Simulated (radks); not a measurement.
# Pt in [Xe] 4f14 5d10: an all-electron calculation

What are the levels of neutral platinum, how large are its shells, and how does its energy divide?

The numbers are computed with radks (a radial shooting solver on a logarithmic mesh, Libxc functionals) version 1 (Dirac Kohn-Sham, BLYP, spin-unpolarised, spherical densities, finite nucleus), except any that are marked as measured or tabulated.

## Step 1: Starting point

* element: platinum (Z = 78)
* charge: 0
* electrons: 78
* configuration: [Xe] 4f14 5d10
* nuclear rms radius: 5.427 fm

The outer shells:

Pt
```
[Xe] core
4f [↑↓][↑↓][↑↓][↑↓][↑↓][↑↓][↑↓]
5d [↑↓][↑↓][↑↓][↑↓][↑↓]
```

## Step 2: The run

Settings of this run:

```text
Z 78
configuration [Xe] 4f14 5d10 6s0 6p0 5f0 6d0
relativity Dirac
functional b88,lyp
spin unpolarised
j_filling energy
nucleus finite rms 5.427 fm
c 137.035999084
```

Run with:

```sh
python run_ks.py task.json out
```

All runs below come from this command, one after another.

Q: Predict the outcome of this run.

As calculated:

```
                        quantity                   value
                    total energy     -18443.8913 hartree
exchange-correlation share of it                  1.94 %
                            −T/E                  1.1434
          highest occupied level        5d5/2, -3.969 eV
    most extended occupied level  5d5/2, <r> = 1.83 bohr
 radius at density 0.001 e/bohr³               4.27 bohr
    maxima of the radial density                       4
```

What this shows: 5 principal shells are occupied and 4 maxima appear in the radial density; where shells overlap, one shows as a shoulder or not at all. −T/E is 1.143: with relativity the kinetic term as defined here no longer equals −E. This is not the tabulated ground configuration, so its levels and sizes aren't those of the ground state, and no measured value stands beside it.
